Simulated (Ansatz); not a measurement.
# Ni (Nickel): the cost of one run

Program: Ansatz 0.2.0. Level of theory: DFT PBE, scalar-relativistic, plane waves, PAW. These are calculated values, not measurements.

1 further run of the same task is left out (set aside as unsound or not needed).

### Step 1. Starting point

Symmetry: Fm-3m, No. 225, cubic system. The conventional cell has a = 3.518 Å, b = 3.518 Å, c = 3.518 Å, α = 90.00°, β = 90.00°, γ = 90.00°. Ni (site symmetry m-3m) is surrounded by 12 Ni at 2.49 Å.

Coordinates:

```
Ni
1.0
     0.00000    1.75924    1.75924
     1.75924    0.00000    1.75924
     1.75924    1.75924    0.00000
Ni
1
Direct
  0.00000 0.00000 0.00000
```

This cell was relaxed beforehand with the same method: volume 10.89 Å³/atom, gap on the mesh none (metal), site moments up to 0.7 μB.

### Step 2. The bulk in the cell of the plane

Contents of input.yaml:

```yaml
crystal:
  lattice:
    - [2.487938109, 0.0, 0.0]
    - [0.0, 2.487938109, 0.0]
    - [1.2439690545, 1.2439690545, 1.759237908]
  atoms:
    - { symbol: Ni, position: [0.0, 0.0, 0.0], spin: 0.75 }
basis:
  ecutwfc: 420
kpoints:
  mp_grid: { grid: [14, 14, 19] }
hamiltonian:
  xc: pbe
scf:
  occupations: { method: gaussian, width: 0.1 }
output:
  forces: true
  stress: true
  eigenvalues: true
  populations: true
magnetization:
  spin_polarized: true
```

Launch:

```sh
ansatz run input.yaml --threads 1 --pin off --max-ram 2560MiB --backend cpu --events-out ev --progress --plain --runs-dir out
```

Q: Estimate wall time and peak memory on 1 thread of Intel Xeon 6975P-C (Granite Rapids), shared host.

About 25 s, with a peak of 0.59 GiB.
